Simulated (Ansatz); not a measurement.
**HfF+ (singlet): relaxing a cheap start**

Where does this start of HfF+ (singlet) end when it is relaxed?

Method: RKS PBE0/def2-TZVP; program: Ansatz 0.2.0, Gaussian basis.

## Step 1: Starting geometry

2 atoms, charge 1, spin multiplicity 1.

Atoms are counted from 1 here; the program's logs count them from 0.

Bond lengths: Hf1–F2 2.020 Å.

The start is set by covalent radii. Sticks and bond lists go by distance. No spin-orbit coupling is included. Elements past krypton take def2 core potentials. 

## Step 2: Relaxation

File in.yaml:

```yaml
crystal:
  periodic: [false, false, false]
  atoms:
    - {symbol: Hf, position_ang: [0.000000, 0.000000, 0.000000]}
    - {symbol: F, position_ang: [0.000000, 0.000000, 2.020000]}
basis:
  gaussian: {orbitals: def2-TZVP}
total_charge: 1
hamiltonian: {xc: pbe0}
relax: {f_tol: 0.004, max_steps: 80}
```

The run is started by

```sh
> ansatz run in.yaml --threads 1 --pin off --events-out ev --progress --plain --max-ram 2176MiB
```

**Question.** What will these runs give? Wanted: energy gained; shift from the start; total energy.

As calculated:

| quantity | value |
| --- | --- |
| steps | 5 |
| energy gained | 0.701 eV |
| shift from the start (rms) | 0.113 Å |
| total energy | -4013.5144 eV |

The bonds of the start are those of the end. Hf1–F2 went from 2.020 to 1.794 Å. No vibrations were run, so this is a stationary point, not a proven minimum, and this spin need not be the ground state's.
